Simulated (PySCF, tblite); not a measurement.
# C₃H₈F₃PSi₂: geometry, infrared bands and NMR shifts

Wanted: the infrared bands and NMR shifts of C₃H₈F₃PSi₂ (`F[Si](F)(F)[Si@@H](P)C1CC1`), by calculation.

The runs use tblite 0.8.0 and PySCF 2.14.0, with density-fitted response routines of our own; the level of theory stands in each step. All values are computed, except where a source is named. Atoms count from 0, in the outputs and in this text.

### 1 The starting structure

17 atoms, charge 0, multiplicity 1; geometry from: force field or distance geometry start.

Bonds of the start (Å): F0–Si1 1.70, Si1–F2 1.68, Si1–F3 1.68, Si1–Si4 2.24, Si4–P5 2.18, Si4–C6 1.85, C6–C7 1.50, C7–C8 1.51, C8–C6 1.49, Si4–H9 1.48, P5–H10 1.45, P5–H11 1.46, C6–H12 1.12, C7–H13 1.13, C7–H14 1.10, C8–H15 1.12, C8–H16 1.10.

### 2 Relaxing the molecule with GFN2-xTB

What the job is given:

```
{"job": {"kind": "relax", "xc": "GFN2-xTB", "basis": "xTB"}, "charge": 0, "multiplicity": 1}
F      3.509900     0.823600     0.038400
Si     1.855100     1.099500    -0.245500
F      1.690300     1.396600    -1.888600
F      1.361300     2.427500     0.654400
Si     0.660000    -0.742700     0.204100
P      0.701700    -1.312000     2.310100
C     -1.045600    -0.583000    -0.506400
C     -1.342900     0.599900    -1.383500
C     -1.993800     0.461300    -0.029300
H      1.302700    -1.837700    -0.559800
H      2.038800    -1.224100     2.860000
H      0.149200    -2.663300     2.420000
H     -1.522900    -1.565700    -0.746200
H     -1.982700     0.306100    -2.263500
H     -0.601900     1.395100    -1.533800
H     -3.087000     0.212300    -0.059200
H     -1.699000     1.218700     0.718800
```

Run with:

```
$ OMP_NUM_THREADS=1 python probes_run.py task.json out
```

One launch serves the whole session: the jobs run in the order shown.

Output:

```text
step      E/eV     max force
  0    -837.44501    2.544
  1    -837.92334    1.786
  2    -838.32319    2.594
  3    -838.47222    1.448
  4    -838.69405    1.267
  5    -838.74569    0.834
  6    -838.78632    0.236
  7    -838.79287    0.218
  8    -838.80265    0.319
  9    -838.81030    0.315
 10    -838.81921    0.209
 11    -838.82609    0.244
 12    -838.83244    0.194
 13    -838.83821    0.226
 14    -838.84258    0.173
 15    -838.84520    0.141
 16    -838.84681    0.105
 17    -838.84816    0.102
 18    -838.84963    0.113
 19    -838.85112    0.111
 20    -838.85259    0.124
 21    -838.85414    0.111
 22    -838.85574    0.111
 23    -838.85722    0.076
 24    -838.85837    0.086
 25    -838.85926    0.071
 26    -838.86024    0.096
 27    -838.86154    0.104
 28    -838.86303    0.090
 29    -838.86424    0.080
 30    -838.86505    0.066
 31    -838.86573    0.061
 32    -838.86654    0.072
 33    -838.86755    0.083
 34    -838.86857    0.083
 35    -838.86935    0.060
 36    -838.86991    0.070
 37    -838.87038    0.058
 38    -838.87083    0.050
 39    -838.87117    0.034
 40    -838.87140    0.042
 41    -838.87158    0.041
 42    -838.87173    0.029
 43    -838.87183    0.021
 44    -838.87189    0.020
 45    -838.87194    0.018
 46    -838.87201    0.025
 47    -838.87211    0.035
 48    -838.87224    0.032
 49    -838.87236    0.026
 50    -838.87250    0.027
 51    -838.87264    0.023
 52    -838.87277    0.025
 53    -838.87288    0.024
 54    -838.87296    0.024
 55    -838.87306    0.026
 56    -838.87324    0.045
 57    -838.87354    0.060
 58    -838.87395    0.059
 59    -838.87432    0.046
 60    -838.87461    0.040
 61    -838.87490    0.042
 62    -838.87530    0.054
 63    -838.87582    0.050
 64    -838.87638    0.057
 65    -838.87693    0.061
 66    -838.87752    0.069
 67    -838.87818    0.066
 68    -838.87879    0.063
 69    -838.87851    0.112
 70    -838.87952    0.038
 71    -838.87979    0.037
 72    -838.88041    0.045
 73    -838.88061    0.046
 74    -838.88095    0.040
 75    -838.88112    0.036
 76    -838.88129    0.030
 77    -838.88139    0.020
 78    -838.88148    0.026
 79    -838.88158    0.026
 80    -838.88169    0.027
 81    -838.88180    0.025
 82    -838.88194    0.032
 83    -838.88211    0.042
 84    -838.88231    0.040
 85    -838.88247    0.026
 86    -838.88259    0.027
 87    -838.88273    0.029
 88    -838.88296    0.050
 89    -838.88329    0.058
 90    -838.88366    0.040
 91    -838.88396    0.040
 92    -838.88422    0.038
 93    -838.88449    0.049
 94    -838.88479    0.050
 95    -838.88495    0.046
 96    -838.88517    0.031
 97    -838.88529    0.025
 98    -838.88547    0.023
 99    -838.88557    0.028
100    -838.88569    0.020
101    -838.88573    0.012
102    -838.88575    0.010
```

It took 1.6 s on 1 thread of Arm Neoverse N1, shared host; peak memory 0.18 GiB.

Relaxation path: (not every step is listed)

| step | energy from step 0 (eV) | largest force (eV/Å) |
| --- | --- | --- |
| 0 | 0.0000 | 2.5442 |
| 1 | -0.4783 | 1.7858 |
| 2 | -0.8782 | 2.5941 |
| 3 | -1.0272 | 1.4475 |
| 4 | -1.2490 | 1.2673 |
| 5 | -1.3007 | 0.8339 |
| 6 | -1.3413 | 0.2356 |
| 7 | -1.3479 | 0.2184 |
| 8 | -1.3576 | 0.3188 |
| 16 | -1.4018 | 0.1050 |
| 24 | -1.4134 | 0.0861 |
| 32 | -1.4215 | 0.0718 |
| 40 | -1.4264 | 0.0416 |
| 48 | -1.4272 | 0.0320 |
| 56 | -1.4282 | 0.0451 |
| 64 | -1.4314 | 0.0568 |
| 72 | -1.4354 | 0.0446 |
| 80 | -1.4367 | 0.0268 |
| 88 | -1.4380 | 0.0505 |
| 96 | -1.4402 | 0.0313 |
| 97 | -1.4403 | 0.0248 |
| 98 | -1.4405 | 0.0233 |
| 99 | -1.4406 | 0.0278 |
| 100 | -1.4407 | 0.0202 |
| 101 | -1.4407 | 0.0121 |
| 102 | -1.4407 | 0.0099 |

Close pairs (by a distance rule), those that changed most:

| bond | before (Å) | after (Å) | change (Å) |
| --- | --- | --- | --- |
| F0–Si1 | 1.701 | 1.591 | -0.110 |
| Si1–F3 | 1.678 | 1.592 | -0.087 |
| Si1–F2 | 1.678 | 1.592 | -0.086 |
| P5–H11 | 1.464 | 1.385 | -0.079 |
| Si4–P5 | 2.182 | 2.251 | +0.069 |
| P5–H10 | 1.448 | 1.387 | -0.062 |
| C7–H13 | 1.127 | 1.080 | -0.047 |
| Si1–Si4 | 2.241 | 2.286 | +0.045 |

The end geometry stands in the next job.

### 3 Harmonic vibrations with GFN2-xTB

What the job is given:

```
{"job": {"kind": "ir", "xc": "GFN2-xTB", "basis": "xTB"}, "charge": 0, "multiplicity": 1}
F      3.277073     1.262354     0.540775
Si     1.850597     1.157865    -0.156034
F      2.197737     1.449906    -1.681744
F      1.165557     2.527524     0.278575
Si     0.712532    -0.796122     0.182626
P      0.619834    -1.299370     2.374284
C     -1.075111    -0.619353    -0.404762
C     -1.459493     0.403895    -1.438782
C     -1.870759     0.601754    -0.020094
H      1.351835    -1.845018    -0.645910
H      1.933006    -1.739026     2.449965
H      0.131436    -2.578489     2.163096
H     -1.643291    -1.542147    -0.437127
H     -2.214848     0.135508    -2.161865
H     -0.689987     1.045567    -1.841978
H     -2.910061     0.468196     0.239601
H     -1.383053     1.378987     0.549464
```

Output:

```text
mode    cm-1     km/mol
  1      17.4      0.05
  2      36.0      0.35
  3      64.5      1.56
  4      83.3      2.41
  5      98.9      1.49
  6     103.2      7.97
  7     122.5      0.50
  8     132.8      0.29
  9     226.6     19.73
 10     231.5     23.59
 11     249.2     93.82
 12     268.4      2.70
 13     310.0     32.59
 14     428.7     53.24
 15     516.0      1.45
 16     580.1    225.50
 17     627.4     44.33
 18     652.9     53.52
 19     684.2     40.64
 20     713.2    119.49
 21     808.0     13.76
 22     846.1     14.75
 23     858.0    167.74
 24     889.6    198.61
 25     893.8    207.03
 26     953.5      0.36
 27     997.6     36.92
 28    1019.3     10.11
 29    1070.2      1.73
 30    1075.0      0.41
 31    1099.3      0.40
 32    1139.0     13.88
 33    1153.9      0.11
 34    1236.5      0.40
 35    1338.1     14.40
 36    1448.8      0.70
 37    1488.5      0.84
 38    2107.6    270.06
 39    2283.6     86.15
 40    2367.3    145.49
 41    3027.4     23.14
 42    3083.7     10.34
 43    3085.8     10.89
 44    3089.6     18.96
 45    3104.7     52.30
```

Run time: 1.5 s. Hardware: 1 thread of Arm Neoverse N1, shared host; peak memory 0.18 GiB.

Which atoms move in the most intense modes:

| cm⁻¹ | km/mol | atoms |
| --- | --- | --- |
| 249 | 93.8 | Si4 25 %, F2 22 %, F3 19 %, F0 14 % |
| 580 | 225.5 | H9 72 % |
| 713 | 119.5 | Si4 24 %, H11 20 %, H9 15 %, H10 14 % |
| 858 | 167.7 | Si1 39 %, F2 20 %, F0 18 %, F3 16 % |
| 890 | 198.6 | Si1 46 %, F3 27 %, F2 26 % |
| 894 | 207.0 | Si1 46 %, F0 36 %, F3 10 % |
| 2108 | 270.1 | H9 97 % |
| 2367 | 145.5 | H11 54 %, H10 42 % |

### 4 Nuclear shieldings: PBE0/pcSseg-1

The job, as its differences from that of step 3:

```diff
@@ -1,2 +1,2 @@
-{"job": {"kind": "ir", "xc": "GFN2-xTB", "basis": "xTB"}, "charge": 0, "multiplicity": 1}
+{"job": {"kind": "nmr", "xc": "PBE0", "basis": "pcSseg-1"}, "charge": 0, "multiplicity": 1}
 F      3.277073     1.262354     0.540775
```

Level: GIAO PBE0/pcSseg-1 NMR shielding, non-relativistic, gas phase.

Output:

```text
coarse grid: 16352 points
cycle   1  E = -1338.0883005135  dE =  1.017e+00  |g| = 9.076e-01  |ddm| = 3.837e+00
cycle   2  E = -1337.9340016016  dE =  1.543e-01  |g| = 1.367e+00  |ddm| = 1.552e+00
cycle   3  E = -1338.2309090493  dE = -2.969e-01  |g| = 4.660e-02  |ddm| = 9.493e-01
cycle   4  E = -1338.2312161715  dE = -3.071e-04  |g| = 3.041e-02  |ddm| = 7.933e-02
cycle   5  E = -1338.2314292869  dE = -2.131e-04  |g| = 6.789e-03  |ddm| = 3.250e-02
cycle   6  E = -1338.2314394186  dE = -1.013e-05  |g| = 1.823e-03  |ddm| = 8.520e-03
cycle   7  E = -1338.2314401212  dE = -7.026e-07  |g| = 4.042e-04  |ddm| = 2.044e-03
final grid: 147192 points
cycle   8  E = -1338.3003428720  dE = -4.700e-05  |g| = 6.688e-03  |ddm| = 2.728e-02
cycle   9  E = -1338.3003363757  dE =  6.496e-06  |g| = 8.310e-03  |ddm| = 1.354e-02
cycle  10  E = -1338.3003541977  dE = -1.782e-05  |g| = 4.833e-04  |ddm| = 7.853e-03
cycle  11  E = -1338.3003542371  dE = -3.940e-08  |g| = 2.206e-04  |ddm| = 6.969e-04
cycle  12  E = -1338.3003542481  dE = -1.094e-08  |g| = 5.054e-05  |ddm| = 2.263e-04
cycle  13  E = -1338.3003542485  dE = -4.734e-10  |g| = 1.464e-05  |ddm| = 6.031e-05
converged SCF energy = -1338.3003542485

GIAO shielding tensors (ppm)
atom      isotropic    diamagn.    paramagn.     s11        s22        s33       span
  0 F      291.888     467.529    -175.641    231.817    262.980    380.867    149.050
  1 Si     388.840     875.723    -486.883    356.588    360.444    449.487     92.899
  2 F      294.112     468.699    -174.586    227.654    268.464    386.218    158.565
  3 F      301.405     470.634    -169.230    238.007    269.099    397.109    159.102
  4 Si     395.756     883.130    -487.375    351.443    384.407    451.417     99.974
  5 P      623.731     967.585    -343.854    555.675    611.071    704.447    148.772
  6 C      191.667     256.754     -65.087    165.484    182.621    226.896     61.411
  7 C      178.718     254.129     -75.411    148.224    175.021    212.909     64.685
  8 C      182.003     253.568     -71.564    150.716    178.341    216.952     66.236
  9 H       26.564      30.423      -3.859     23.003     24.605     32.083      9.080
 10 H       30.430      29.513       0.918     24.557     27.341     39.393     14.835
 11 H       30.383      30.217       0.166     24.660     27.789     38.701     14.041
 12 H       31.928      32.855      -0.927     24.235     28.487     43.060     18.825
 13 H       30.797      30.769       0.028     24.499     26.084     41.808     17.310
 14 H       31.308      32.905      -1.597     23.956     30.040     39.927     15.971
 15 H       30.949      30.976      -0.027     25.098     25.865     41.885     16.786
 16 H       31.233      32.772      -1.540     24.878     29.514     39.307     14.429
```

Run time: 75 s. Hardware: 1 thread of Arm Neoverse N1, shared host; peak memory 0.95 GiB.

The references, computed at this level on geometries of the same kind, shield at (ppm): 1H TMS 31.72, 13C TMS 186.9, 29Si TMS 349.2, 19F CFCl3 170.9, 31P H3PO4 318.4. Their shielding less the atom's gives the shift. The references are single molecules in the gas phase, so shifts against H2O, NH3, PH3, H3PO4 or CFCl3 are not on the usual liquid scales and can be off by tens of ppm. Atoms listed in one row are averaged.

| atoms | environment | σ (ppm) | δ (ppm) | δ scaled to CDCl3 |
| --- | --- | --- | --- | --- |
| C7 | three-membered-ring carbon | 178.7 | 8.2 | 6.1 |
| C8 | three-membered-ring carbon | 182.0 | 4.9 | 2.9 |
| C6 | three-membered-ring carbon | 191.7 | -4.7 | -6.5 |
| H9 | hydrogen on a silicon bonded to C, P, Si | 26.56 | 5.15 | – |
| H10, H11 | hydrogen on a phosphorus bonded to Si | 30.41 | 1.31 | – |
| H13 | hydrogen on a three-membered-ring carbon | 30.80 | 0.92 | 0.97 |
| H15 | hydrogen on a three-membered-ring carbon | 30.95 | 0.77 | 0.83 |
| H16 | hydrogen on a three-membered-ring carbon | 31.23 | 0.48 | 0.56 |
| H14 | hydrogen on a three-membered-ring carbon | 31.31 | 0.41 | 0.49 |
| H12 | hydrogen on a three-membered-ring carbon | 31.93 | -0.21 | -0.09 |
| F0, F2, F3 | fluorine bonded to Si | 295.8 | -124.9 | – |
| Si1 | silicon bonded to 3 F, Si | 388.8 | -39.7 | – |
| Si4 | silicon bonded to C, P, Si, H | 395.8 | -46.6 | – |
| P5 | phosphorus bonded to Si, 2 H | 623.7 | -305.4 | – |

The scaled column applies a straight-line fit of computed shieldings to shifts measured in CDCl3, and one for carbons that bear F (root-mean-square error 0.16 ppm for H, 1.9 ppm for C).

The run also stored atomic charges by several schemes (e):

| atoms | Mulliken | IAO | Hirshfeld | ESP fit |
| --- | --- | --- | --- | --- |
| F0, F2, F3 | -0.40 | -0.52 | -0.20 | -0.36 |
| Si1 | 1.31 | 1.54 | 0.49 | 1.17 |
| Si4 | 0.13 | 0.38 | 0.24 | -0.06 |
| P5 | -0.17 | -0.08 | 0.00 | -0.34 |
| C6 | -0.53 | -0.40 | -0.13 | -0.08 |
| C7 | -0.21 | -0.28 | -0.08 | -0.42 |
| C8 | -0.20 | -0.28 | -0.09 | -0.13 |

Mayer bond orders: F0–Si1 0.96, Si1–F2 0.93, Si1–F3 0.94, Si1–Si4 0.90, Si4–P5 1.03, Si4–C6 0.87, C6–C7 0.96, C7–C8 0.97, C8–C6 0.94.

Ring of atoms C6, C7, C8: NICS(0) -45.1, NICS(1) -8.7, NICS(1)zz -25.4 ppm (means of both faces).

In rings of three or four atoms NICS is ruled by the nearby σ bonds, so it says little on aromaticity.

### 5 Outcome

```
                                                                 quantity                                          value
                                strongest single infrared mode (GFN2-xTB)                          2108 cm⁻¹, 270 km/mol
                                             zero-point energy (GFN2-xTB)                                  66.6 kcal/mol
                                   13C shifts against TMS (PBE0/pcSseg-1)                             8.2, 4.9, -4.7 ppm
   1H shifts against TMS (PBE0/pcSseg-1, means over atoms taken as alike)  5.15, 1.31, 0.92, 0.77, 0.48, 0.41, -0.21 ppm
19F shifts against CFCl3 (PBE0/pcSseg-1, means over atoms taken as alike)                                     -124.9 ppm
                                  29Si shifts against TMS (PBE0/pcSseg-1)                               -39.7, -46.6 ppm
                                 31P shifts against H3PO4 (PBE0/pcSseg-1)                                     -305.4 ppm
```

Over 102 steps the energy fell by 1.441 eV; of the close pairs, F0–Si1 changed most, 1.701 to 1.591 Å. All 45 modes are real, so the xTB geometry is a minimum. The strongest single mode, at 2108 cm⁻¹, moves mainly H9. Unscaled tight-binding wavenumbers are off by several per cent, some by more. Its intensities can rank the bands wrongly.
